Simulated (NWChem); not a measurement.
**One shape, several levels: TiH4 (SMILES [H][Ti]([H])([H])[H])**

We compute a comparison of 6 runs (B3LYP/6-31G*, PBE/def2-SVP, PBE0/def2-SVP, SVWN5/def2-SVP, PBE/pcseg-2, MP2/def2-SVP) of TiH4. 

The results are computed with NWChem 7.3.0.

## (1) The structure to begin with

TiH4 has 5 atoms, charge 0, and is taken as a singlet. SMILES: `[H][Ti]([H])([H])[H]`. The shape comes from GFN2-xTB, which is rough for such elements, and wasn't checked as a minimum.

Bond lengths: Ti1–H2 1.731 Å, Ti1–H3 1.731 Å, Ti1–H4 1.731 Å, Ti1–H5 1.731 Å. Angles: H2–Ti1–H3 109.4°, H2–Ti1–H4 109.4°, H2–Ti1–H5 109.5°, H3–Ti1–H4 109.5°, H3–Ti1–H5 109.5°, H4–Ti1–H5 109.4°.

## (2) Energy and gradient at B3LYP/6-31G(d) (Cartesian functions) (run 1)

struct.nw

```
start struct
title "TiH4"
memory stack 880 mb heap 220 mb global 1100 mb
charge 0
geometry units au noautosym nocenter noautoz
Ti    -0.00001890    -0.00039684    -0.00028346
H      0.02071140    -0.03178519     3.27105923
H      3.07825047     0.01972874    -1.10792753
H     -1.55760676     2.67683485    -1.05354121
H     -1.54133622    -2.66440045    -1.10928813
end
basis cartesian
* library 6-31G*
end
dft
xc b3lyp
grid xfine
convergence energy 1e-08
maxiter 100
mulliken
end
task dft gradient
```

The run is started by

```
$ nwchem struct.nw > struct.out
```

Output:

```text
[...]
          Wavefunction type:  closed shell.
          No. of atoms     :     5
          No. of electrons :    26
[...]
          Charge           :     0
          Spin multiplicity:     1
[...]
          AO basis - number of functions:    47
[...]
              XC Information
              --------------
                         B3LYP Method XC Potential
                     Hartree-Fock (Exact) Exchange  0.200
                        Slater Exchange Functional  0.800 local
                    Becke 1988 Exchange Functional  0.720 non-local
              Lee-Yang-Parr Correlation Functional  0.810
                  VWN I RPA Correlation Functional  0.190 local
[...]
 d= 0,ls=0.0,diis     1   -851.3153176294 -8.79D+02  1.60D-01  2.13D+00     1.3
[...]
 d= 0,ls=0.5,diis    39   -851.7005104778 -6.79D-09  2.40D-06  5.26D-09    35.0
         Total DFT energy =     -851.700510481019
      One electron energy =    -1219.818882785593
           Coulomb energy =      383.493510784594
    Exchange-Corr. energy =      -43.396976781894
 Nuclear repulsion energy =       28.021838301874
[...]
      Total Density - Mulliken Population Analysis
     ---------------------------------------------
    Atom       Charge   Shell Charges
 -----------   ------   -------------------------------------------------------
    1 Ti  22    21.17   2.00  2.00  5.99  2.06  6.10  0.35  0.36  0.16  0.00  0.99  1.22 -0.08
    2 H    1     1.21   0.49  0.72
    3 H    1     1.21   0.49  0.72
    4 H    1     1.21   0.49  0.72
    5 H    1     1.21   0.49  0.72
[...]
  wavefunction    = closed shell
                         DFT ENERGY GRADIENTS
    atom               coordinates                        gradient
                 x          y          z           x          y          z
   1 Ti     -0.000019  -0.000397  -0.000283   -0.000005  -0.000034  -0.000024
   2 H       0.020711  -0.031785   3.271059    0.000060  -0.000057   0.007654
   3 H       3.078250   0.019729  -1.107928    0.007205   0.000045  -0.002574
   4 H      -1.557607   2.676835  -1.053541   -0.003654   0.006259  -0.002455
   5 H      -1.541336  -2.664400  -1.109288   -0.003606  -0.006214  -0.002600
[...]
```

Wall time 38 s (1 thread of Intel Xeon 6975P-C (Granite Rapids), shared host); peak memory 0.13 GiB.

## (3) Energy and gradient at PBE/def2-SVP (run 2)

run.py

```python
from ase import Atoms
from ase.calculators.nwchem import NWChem

mol = Atoms(['Ti', 'H', 'H', 'H', 'H'], positions=[
    [-0.000010, -0.000210, -0.000150],
    [0.010960, -0.016820, 1.730970],
    [1.628940, 0.010440, -0.586290],
    [-0.824250, 1.416520, -0.557510],
    [-0.815640, -1.409940, -0.587010],
])

calc = NWChem(
    label='h4ti',
    theory='dft',
    memory='2200 mb',
    basis='def2-SVP',
    basispar='spherical bse',
    dft={'xc': 'xpbe96 cpbe96', 'mult': '1', 'grid': 'xfine', 'convergence': 'energy 1e-08', 'iterations': '100', 'mulliken': None},
)
mol.calc = calc

forces = mol.get_forces()
print(f"energy = {mol.get_potential_energy():.6f} eV")
print("forces (eV/A):")
for s, f in zip(mol.symbols, forces):
    print(f"{s:2s} {f[0]:10.5f} {f[1]:10.5f} {f[2]:10.5f}")
print("dipole (e A):", mol.get_dipole_moment().round(4))
```

The run is started by

```
$ export ASE_NWCHEM_COMMAND="nwchem PREFIX.nwi > PREFIX.nwo"
$ python run.py
```

Output:

```text
energy = -23167.529640 eV
forces (eV/A):
Ti    0.00026    0.00154    0.00108
H    -0.00237    0.00221   -0.29583
H    -0.27850   -0.00190    0.09940
H     0.14120   -0.24194    0.09487
H     0.13946    0.24009    0.10043
dipole (e A): [-0.     -0.0003 -0.0002]
```

The calculator wrote h4ti.nwi:

```
title "h4ti"

permanent_dir h4ti

scratch_dir h4ti

start h4ti

geometry units angstrom nocenter noautosym noautoz
  Ti -1.0000000000000001e-05 -2.1000000000000001e-04 -1.4999999999999999e-04
  H  1.0959999999999999e-02 -1.6820000000000002e-02 1.7309699999999999e+00
  H  1.6289400000000001e+00 1.0440000000000000e-02 -5.8628999999999998e-01
  H  -8.2425000000000004e-01 1.4165200000000000e+00 -5.5750999999999995e-01
  H  -8.1564000000000003e-01 -1.4099400000000000e+00 -5.8701000000000003e-01
end

memory 2200 mb

basis spherical bse noprint
   * library def2-SVP
end

dft
  xc xpbe96 cpbe96
  mult 1
  grid xfine
  convergence energy 1e-08
  iterations 100
  mulliken
end

task dft gradient
```

h4ti.nwo, shortened:

```text
[...]
         Total DFT energy =     -851.391017698716
[...]
  wavefunction    = closed shell
                         DFT ENERGY GRADIENTS
    atom               coordinates                        gradient
                 x          y          z           x          y          z
   1 Ti     -0.000019  -0.000397  -0.000283   -0.000005  -0.000030  -0.000021
   2 H       0.020711  -0.031785   3.271059    0.000046  -0.000043   0.005753
   3 H       3.078250   0.019729  -1.107927    0.005416   0.000037  -0.001933
   4 H      -1.557607   2.676835  -1.053541   -0.002746   0.004705  -0.001845
   5 H      -1.541336  -2.664400  -1.109288   -0.002712  -0.004669  -0.001953
[...]
```

Wall time 47 s (1 thread of Intel Xeon 6975P-C (Granite Rapids), shared host); peak memory 0.13 GiB.

Runs 3 to 5 aren't shown in full; the table further down has their settings and results.

## (4) Energy and forces at MP2/def2-SVP (run 6)

test.nw

```
START test
memory 2200 mb
charge 0
GEOMETRY units au noautosym nocenter noautoz
  Ti    -0.00001890    -0.00039684    -0.00028346
  H      0.02071140    -0.03178519     3.27105923
  H      3.07825047     0.01972874    -1.10792753
  H     -1.55760676     2.67683485    -1.05354121
  H     -1.54133622    -2.66440045    -1.10928813
END
BASIS spherical bse
  * library def2-SVP
END
SCF
  thresh 1e-08
  maxiter 80
  print medium
END
MP2
  freeze core 5
  tight
END
TASK mp2 gradient
```

The run is started by

```
$ nwchem test.nw > test.out
```

Output:

```text
[...]
  functions       =    51
[...]
  wavefunction    = RHF
[...]
         Total SCF energy =   -850.472644263034
      One-electron energy =  -1216.668325312490
      Two-electron energy =    338.173842747582
 Nuclear repulsion energy =     28.021838301874
        Time for solution =      4.3s
[...]
          Total MP2 energy          -850.780140437951
[...]
                         mp2 ENERGY GRADIENTS
    atom               coordinates                        gradient
                 x          y          z           x          y          z
   1 Ti     -0.000019  -0.000397  -0.000283   -0.000005  -0.000030  -0.000021
   2 H       0.020711  -0.031785   3.271059    0.000073  -0.000074   0.009526
   3 H       3.078250   0.019729  -1.107928    0.008966   0.000053  -0.003209
   4 H      -1.557607   2.676835  -1.053541   -0.004548   0.007790  -0.003057
   5 H      -1.541336  -2.664400  -1.109288   -0.004487  -0.007739  -0.003238
[...]
```

Wall time 11 s (1 thread of Intel Xeon 6975P-C (Granite Rapids), shared host); peak memory 0.13 GiB.

## (5) Overview of the runs

```tsv
run	level	Cartesian functions	integration grid	energy (Eh)	dipole moment (D)	HOMO energy (eV)	LUMO energy (eV)	wall time
1	B3LYP/6-31G* (Cartesian functions)	yes	xfine	-851.700510	0.00	-8.66	-3.14	38 s
2	PBE/def2-SVP	no	xfine	-851.391018	0.00	-7.44	-4.40	47 s
3	PBE0/def2-SVP	no	xfine	-851.402574	0.00	-8.84	-2.97	39 s
4	SVWN5/def2-SVP	no	xfine	-849.530306	0.00	-7.41	-4.66	24 s
5	PBE/pcseg-2	no	fine	-851.530590	0.00	-7.42	-4.41	2.3 min
6	MP2/def2-SVP	no	–	-850.780140	0.00	-12.32	1.18	11 s
```

## (6) Results

| quantity | value |
| --- | --- |
| run 6: total energy | -850.78014 Eh |
| run 6: dipole moment (of the density that the program reports) | 0.00 D |
| run 6: HOMO energy (Hartree–Fock orbitals) | -12.32 eV |
| run 6: LUMO energy (Hartree–Fock orbitals) | 1.18 eV |
| run 6: HOMO–LUMO gap (Hartree–Fock orbitals) | 13.50 eV |
| run 6: correlation energy (5 core orbitals frozen) | -307.5 mEh |
| run 6: largest force on an atom | 0.490 eV/Å |

**Reading.** Over runs 1, 2, 3, 4, 5 the HOMO–LUMO gap runs from 2.75 eV (SVWN5/def2-SVP) to 5.87 eV (PBE0/def2-SVP). Totals of different functionals can't be ranked against each other. All runs together took 5 min, the longest 2.3 min.
